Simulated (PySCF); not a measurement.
# HBr: from the state search to spectroscopic constants

One table from this session's results is given with a row withheld; the runs are named, their logs left out.

Method: H def2-TZVPPD, Br def2-TZVPPD, no relativity; program: PySCF 2.14.0.

The first run:

A driver script around PySCF takes these settings:

- atoms: H, Br
- charge: 0
- basis: H def2-TZVPPD, Br def2-TZVPPD
- Hamiltonian: no relativity
- basis functions: 74
- electrons treated: 36
- masses in u: 1.0078, 78.9183
- levels: PBE0, PBE, r²SCAN, B3LYP, M06-2X, TPSSh, LDA, r²SCAN0, LC-ωPBE, HF, MP2, SCS-MP2, CCSD, CCSD(T)
- grid: 80 radial by 434 angular points
- occupations: held fixed by the projection of orbital angular momentum
- dissociation limit: H + Br, each in its ground configuration
- starting distance in angstrom: 1.435
- values of 2S to try: 0, 2

Launch:

```
OMP_NUM_THREADS=1 python dia.py task.json out
```

Among the steps run: The job; PBE0 along the bond; Excited determinants; PBE (GGA); r²SCAN (meta-GGA); B3LYP; M06-2X (hybrid meta-GGA); TPSSh; LDA; r²SCAN0 (hybrid meta-GGA); LC-ωPBE (range-separated hybrid); RHF (mean field); Adding correlation.

One of the session's tables, all rows but one given; the rest of the session is left out.

It belongs to the step «The curves together». Energy (eV) from each level's lowest point:

```
R (Å)    RHF  RHF-MP2  RHF-SCS-MP2  RHF-CCSD  RHF-CCSD(T)
1.223  0.667    0.657        0.669       n/a          n/a
1.280  0.286    0.283        0.292     0.300        0.306
1.337  0.077    0.078        0.083     0.088        0.093
1.379  0.009    0.010        0.013     0.015        0.018
1.422  0.000    0.000        0.000     0.000        0.000
1.465  0.040    0.037        0.034     0.031        0.029
1.522      ?        ?            ?         ?            ?
1.593  0.366    0.345        0.333     0.318        0.307
1.678  0.693    0.654        0.635     0.609        0.591
1.792  1.197    1.127        1.098       n/a          n/a
```

Estimate the missing values for R (Å) = 1.522.

Worked estimate for «RHF». A straight line through the neighbours (1.465, 0.040) and (1.593, 0.366) gives 0.040 + (0.366 − 0.040) × (1.522 − 1.465) / (1.593 − 1.465) = 0.185; a parabola fitted to 4 rows on both sides gives 0.159.

**Answer.** RHF: 0.153; RHF-MP2: 0.144; RHF-SCS-MP2: 0.137; RHF-CCSD: 0.129; RHF-CCSD(T): 0.123. In «RHF» the line misses by +0.032 and the parabola by +0.006.
